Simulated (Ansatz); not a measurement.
# FH₅NSi₂ radical: a ladder of functionals and wavefunction methods

The task here is to estimate one member of a computed series from the others.

Program: Ansatz 0.2.0, Gaussian basis. Level of theory: functionals in def2-TZVPP, the program's frozen cores in correlated methods. These are calculated values, not measurements.

The runs, in order: LDA (SPW92), PBE-D4, revPBE-D4, BLYP-D4, r2SCAN-D4, B97M-V, PBE0-D4, B3LYP-D4, r2SCANh-D4, r2SCAN0-D4, HSE06-D4, BHLYP-D4, CAM-B3LYP-D4, LC-ωPBE, ωB97X-V, ωB97M-V, B2PLYP, PBE-QIDH; CCSD(T)/def2-SVP; CCSD(T)/def2-TZVPP; MP2/def2-QZVPP; extrapolation to the limit; RPA on PBE.

## The relaxed structure

An earlier PBE0-D4 in a triple-zeta def2 set relaxation fixed the geometry.

SMILES `N[Si](F)[SiH3]`, 9 atoms, charge 0, spin multiplicity 2.

Atoms are counted from 1 here; the program's logs count them from 0.

Bond lengths: N1–Si2 1.703 Å, N1–H5 1.007 Å, N1–H6 1.008 Å, Si2–F3 1.616 Å, Si2–Si4 2.346 Å, Si4–H7 1.485 Å, Si4–H8 1.492 Å, Si4–H9 1.486 Å. Angles: Si2–N1–H5 122.8°, Si2–N1–H6 123.0°, H5–N1–H6 112.1°, N1–Si2–F3 112.7°, N1–Si2–Si4 109.4°, F3–Si2–Si4 108.8°, Si2–Si4–H7 109.3°, Si2–Si4–H8 112.4°, Si2–Si4–H9 108.4°, H7–Si4–H8 108.9°, H7–Si4–H9 109.3°, H8–Si4–H9 108.5°.

Set-up of the first run:

The input, in.yaml:

```yaml
crystal:
  periodic: [false, false, false]
  atoms:
    - {symbol: N, position_ang: [-0.977004, 1.372902, -0.683564]}
    - {symbol: Si, position_ang: [-0.847906, -0.322371, -0.578144]}
    - {symbol: F, position_ang: [-0.495531, -1.010664, -1.997238]}
    - {symbol: Si, position_ang: [0.823946, -0.883036, 0.969089]}
    - {symbol: H, position_ang: [-1.742279, 1.833654, -1.147441]}
    - {symbol: H, position_ang: [-0.198179, 1.993203, -0.528845]}
    - {symbol: H, position_ang: [1.131963, -2.331816, 0.856535]}
    - {symbol: H, position_ang: [2.078466, -0.103489, 0.756879]}
    - {symbol: H, position_ang: [0.315023, -0.594782, 2.335629]}
basis:
  gaussian: {orbitals: def2-TZVPP}
magnetization: {spin_polarized: true, initial_magnetization: 1}
hamiltonian: {xc: lda}
output: {orbitals: {seedname: orbitals}}
```

Steps of the session up to this table: LDA; PBE-D4 (GGA); revPBE-D4 (GGA); BLYP-D4 (GGA); r2SCAN-D4 (meta-GGA); B97M-V (meta-GGA); PBE0-D4 (hybrid); B3LYP-D4 (hybrid); r2SCANh-D4 (hybrid); r2SCAN0-D4 (hybrid); HSE06-D4 (hybrid); BHLYP-D4 (hybrid); CAM-B3LYP-D4 (range-separated); LC-ωPBE-D4 (range-separated; the results give it without D4); ωB97X-V (range-separated); ωB97M-V (range-separated); B2PLYP (double hybrid); PBE-QIDH (double hybrid).

One of the session's tables, all rows but one given; the rest of the session is left out.

It belongs to the step «Orbital energies across the functionals». 

| functional | HOMO (eV) | LUMO (eV) | gap (eV) |
| --- | --- | --- | --- |
| LDA (SPW92) | -4.68 | -3.52 | 1.16 |
| PBE-D4 | -4.71 | -3.10 | 1.62 |
| revPBE-D4 | -4.69 | -2.95 | 1.75 |
| BLYP-D4 | -4.51 | -3.13 | 1.38 |
| r2SCAN-D4 | -5.04 | -2.66 | 2.38 |
| B97M-V | -4.79 | -3.32 | 1.47 |
| PBE0-D4 | -5.85 | -2.19 | 3.67 |
| B3LYP-D4 | -5.57 | -2.58 | 2.99 |
| r2SCANh-D4 | -5.46 | -2.36 | 3.10 |
| r2SCAN0-D4 | -6.09 | -1.93 | 4.16 |
| HSE06-D4 | -5.45 | -2.57 | 2.89 |
| BHLYP-D4 | -6.81 | -1.40 | 5.41 |
| CAM-B3LYP-D4 | -7.04 | -1.30 | 5.74 |
| LC-ωPBE | -8.45 | 0.14 | 8.58 |
| ωB97X-V | -7.94 | -0.42 | 7.52 |
| ωB97M-V | ? | ? | ? |

**Question.** Estimate the row for ωB97M-V.

The run gave: HOMO (eV): -7.55; LUMO (eV): -0.61; gap (eV): 6.95. In the column «HOMO (eV)» it lies between ωB97X-V (-7.94) and CAM-B3LYP-D4 (-7.04).
